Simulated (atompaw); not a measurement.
**A PAW (atompaw) potential for Re, from input to tests**

Do these settings give a usable potential? It is generated, then checked for scattering, ghosts and hardness.

Method: atompaw 4.2.0.5, PBEsol, scalar-relativistic.

## (1) The atom and the settings

The settings as typed:

```
element                 : rhenium (Re, Z = 75)
type                    : PAW
frozen core             : [Xe] 4f14
valence charge          : 7
reference configuration : 5d5 6s2 6p0
partial waves           : 6s (bound): rc 2.70 bohr; 6s channel at 2.35 Ry: rc 2.70 bohr; 6p (bound, empty): rc 3.00 bohr; 6p channel at 0.2 Ry: rc 3.00 bohr; 5d (bound): rc 1.65 bohr; 5d channel at 1.7 Ry: rc 3.00 bohr
local potential         : vpsmatchnc scheme with l = 3 at 0 Ry, radius 2.50 bohr
core correction         : smooth core density matched at 2.05 bohr
augmentation charge     : sinc compensation charge, radius 2.50 bohr; PAW radius 3.00 bohr; waves and projectors: custom rrkj gramschmidtortho
```

An earlier all-electron run gives the scale for the radii.

All-electron outer shells of the reference configuration (PBEsol, scalar-relativistic, ld1.x):

```csv
shell,level (eV),outermost node (bohr),outermost maximum (bohr)
5p,-47.03,0.56,1.06
4f,-42.34,–,0.41
6s,-5.98,1.24,2.57
5d,-5.40,0.62,1.43
6p,-1.29,1.48,3.61
```

## (2) Generation

The input, Re.input:

```
Re 75
GGA-PBESOL scalarrelativistic loggrid 2001 logderivrange -2 5 176
6 6 5 4 0 0
6 1 0
5 2 5
0 0 0
c
c
c
c
c
v
c
c
c
c
v
c
c
v
c
2
3.00 2.50 2.50 2.05
y
2.35
n
y
0.2
n
y
1.7
n
custom rrkj gramschmidtortho sinc
3 0 vpsmatchnc
2.70
2.70
3.00
3.00
1.65
3.00
PWSCFOUT
UPFDX 0.0125d0 UPFXMIN -7.d0 UPFZMESH 75.d0
END
```

Launch:

```sh
$ atompaw < Re.input > Re.log
```

Q: Predict the outcome of this session. Wanted: cutoffs for 10 and 1 mRy, occupied levels; bound ghosts; largest phase difference near zero energy, channels read; lowest eigenvalue of the overlap; share of valence orbitals outside the PAW sphere; UPF file.

**Answer**, as computed:

| quantity | value |
| --- | --- |
| cutoffs for 10 and 1 mRy, occupied levels | 35 Ry and 60 Ry |
| bound ghosts | s at -138.92 eV, p at -21.16 eV |
| largest phase difference near zero energy, channels read | 0.061 rad |
| lowest eigenvalue of the overlap (Bessel basis) | 0.271 (s) |
| share of valence orbitals outside the PAW sphere | 6s 46 %, 6p 82 %, 5d 11 % |
| UPF file | written |

**Reading.** It has a bound ghost (s, p), a state that the atom doesn't have, and that rules the file out. By its cutoff, 35 Ry for the looser tolerance, it is soft on the atom at that tolerance. The slowest occupied level is 5d: taken alone it needs 40 Ry to come within 1 mRy, against 6 Ry or less for 6s. Of the channels read, d scatters worst near zero energy, by up to 0.06 rad. In the d channel the atom's pole at 4.42 Ry sits lower, at 1.66 Ry, in the pseudo curve. All of this concerns the isolated atom, not yet a solid.
